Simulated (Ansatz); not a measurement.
# InH− (doublet): wave-function methods side by side at distance In1–H2 = 1.500 Å, def2-SVPD

How much of the correlation energy of InH− (doublet) does each wave-function method recover here?

Method: def2-SVPD, core rule «outside noble gas», up to 9 orbitals frozen; program: Ansatz 0.2.0, Gaussian basis.

The runs, in order: UHF; CCSD(T) on ROHF; CCSD(T) on UHF; BCCD(T) on ROHF; CISD; CCSDT(Q) on ROHF; CCSDT(Q) on UHF; CASSCF and MRCISD+Q, 3 electrons in 3 orbitals; CASSCF and NEVPT2, 3 electrons in 3 orbitals; CASSCF and MRCISD+Q, 5 electrons in 5 orbitals; CASSCF and NEVPT2, 5 electrons in 5 orbitals; Full CI.

18 further runs of the same task are left out: 1 for a known fault of the program, 12 that didn't finish, 5 set aside as unsound or not needed.

**1. The geometry**

The geometry derives from a PBE0/def2-TZVPD stationary point (not a proven minimum). One bond is set to the value named and the two fragments are kept rigid. No spin-orbit coupling is included. Elements past krypton take def2 core potentials.

2 atoms, charge -1, spin multiplicity 2.

Atoms are counted from 1 here; the program's logs count them from 0.

Bond lengths: In1–H2 1.500 Å.

Geometry (Å):

```xyz
2
charge -1, multiplicity 2
In    0.0000    0.0000    0.0000
H     0.0000    0.0000    1.5000
```

**2. UHF**

in.yaml

```yaml
crystal:
  periodic: [false, false, false]
  atoms:
    - {symbol: In, position_ang: [0.000000, 0.000000, 0.000000]}
    - {symbol: H, position_ang: [0.000000, 0.000000, 1.500000]}
basis:
  gaussian: {orbitals: def2-SVPD}
total_charge: -1
magnetization: {spin_polarized: true, initial_magnetization: 1}
hamiltonian: {xc: hf}
output: {orbitals: {seedname: orbitals}}
```

Run with:

```console
$ ansatz run in.yaml --threads 1 --pin off --events-out ev --progress --plain --max-ram 2393MiB
```

After this run come: CCSD(T) on ROHF; CCSD(T) on UHF; BCCD(T) on ROHF; CISD; CCSDT(Q) on ROHF; CCSDT(Q) on UHF; CASSCF and MRCISD+Q, 3 electrons in 3 orbitals; CASSCF and NEVPT2, 3 electrons in 3 orbitals; CASSCF and MRCISD+Q, 5 electrons in 5 orbitals; CASSCF and NEVPT2, 5 electrons in 5 orbitals; Full CI.

Q: Predict the results of all the runs planned. Wanted: FCI below the RHF energy; RMP2 from FCI; UMP2 from FCI; RCCSD from FCI; RCCSD(T) from FCI; UCCSD(T) from FCI; RCCSDT(Q) from FCI; UCCSDT(Q) from FCI; MRCISD+Q pair from FCI.

As calculated:

| quantity | value |
| --- | --- |
| FCI below the RHF energy | -2.1018 eV |
| RMP2 from FCI | +569.2 meV |
| UMP2 from FCI | +576.8 meV |
| RCCSD from FCI | +61.7 meV |
| RCCSD(T) from FCI | +16.2 meV |
| UCCSD(T) from FCI | +12.2 meV |
| RCCSDT(Q) from FCI | +0.1 meV |
| UCCSDT(Q) from FCI | -3.7 meV |
| MRCISD+Q pair from FCI | -43.6 meV |
| NEVPT2 valence from FCI | +486.6 meV |
| MRCISD+Q valence from FCI | -17.5 meV |
| levels within 1 kcal/mol (43 meV) | RCCSD(T), UCCSD(T), BCCD(T), RCCSDT, UCCSDT, RCCSDT(Q), UCCSDT(Q), MRCISD+Q valence |
| T1 diagnostic | 0.023 |
| effectively unpaired electrons | 1.07 |

What this shows: RCCSD(T) lands +16.2 meV from the yardstick (0.8 % of the correlation energy). UCCSDT, UCCSDT(Q), MRCISD+Q pair, MRCISD+Q valence fall below full CI: unrestricted runs freeze a spin-polarised core, another one than full CI's, and coupled cluster isn't variational. One determinant dominates. Of the multireference levels listed MRCISD+Q valence comes nearest in total energy (-17.5 meV), which doesn't show that its space is the better one. Coupled cluster took another determinant than the lowest Hartree-Fock one. These misses are within one basis, not against nature; the frozen cores of restricted and unrestricted runs differ, which can shift their rows.
